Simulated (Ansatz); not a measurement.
# Zr2VSe3: the cost of one run

Program: Ansatz 0.2.0. Level of theory: DFT PBE, scalar-relativistic, plane waves, PAW. These are calculated values, not measurements.

1 further run of the same task is left out (it didn't finish).

## 1. The starting structure

It takes space group P4/mmm (No. 123, tetragonal). The conventional cell has a = 4.132 Å, b = 4.132 Å, c = 8.721 Å, α = 90.00°, β = 90.00°, γ = 90.00°. Zr (site symmetry 4/mmm) is surrounded by 6 Se at 1.95 to 2.92 Å. Around Zr (site symmetry 4/mmm) lie 4 V at 2.92 Å. V (site symmetry 4/mmm) has 2 Se at 2.41 Å in its first shell of neighbours. Around Se (site symmetry 4mm) lie 1 Zr at 1.95 Å and 1 V at 2.41 Å. Se (site symmetry 4/mmm) has 4 Zr at 2.92 Å in its first shell of neighbours.

As a file:

```cif
data_structure
_symmetry_space_group_name_H-M 'P 1'
_symmetry_Int_Tables_number 1
_cell_length_a 4.1317
_cell_length_b 4.1317
_cell_length_c 8.7209
_cell_angle_alpha 90.000
_cell_angle_beta 90.000
_cell_angle_gamma 90.000
_cell_volume 148.87
loop_
_atom_site_label
_atom_site_type_symbol
_atom_site_fract_x
_atom_site_fract_y
_atom_site_fract_z
_atom_site_occupancy
Zr1 Zr 0.00000 0.00000 0.50000 1
Zr2 Zr 0.50000 0.50000 0.00000 1
V1 V 0.00000 0.00000 0.00000 1
Se1 Se 0.00000 0.00000 0.72406 1
Se2 Se 0.00000 0.00000 0.27594 1
Se3 Se 0.50000 0.50000 0.50000 1
```

The cell is invented: random cell by space group and Wyckoff sites (P4/mmm, No. 123). The dimensions are guesses.

## 2. The guess as it stands, on a coarse mesh

Input file input.yaml:

```yaml
crystal:
  lattice:
    - [4.1316936, 0.0, 0.0]
    - [0.0, 4.1316936, 0.0]
    - [0.0, 0.0, 8.72088672]
  atoms:
    - { symbol: Zr, position: [0.0, 0.0, 0.5] }
    - { symbol: Zr, position: [0.5, 0.5, 0.0] }
    - { symbol: V, position: [0.0, 0.0, 0.0], spin: 2.0 }
    - { symbol: Se, position: [0.0, 0.0, 0.72405875] }
    - { symbol: Se, position: [0.0, 0.0, 0.27594125] }
    - { symbol: Se, position: [0.5, 0.5, 0.5] }
basis:
  ecutwfc: 420
kpoints:
  mp_grid: { grid: [4, 4, 2] }
hamiltonian:
  xc: pbe
scf:
  occupations: { method: gaussian, width: 0.1 }
  lower_state_search: "off"
output:
  forces: true
  stress: true
  eigenvalues: true
  populations: true
magnetization:
  spin_polarized: true
```

Launch:

```sh
$ ansatz run input.yaml --threads 1 --pin off --max-ram 2560MiB --backend cpu --events-out ev --progress --plain --runs-dir out
```

What time and memory should one allow on 1 thread of Intel Xeon at 2.50GHz (Skylake/Cascade Lake), shared host?

About 66 s, with a peak of 0.54 GiB.
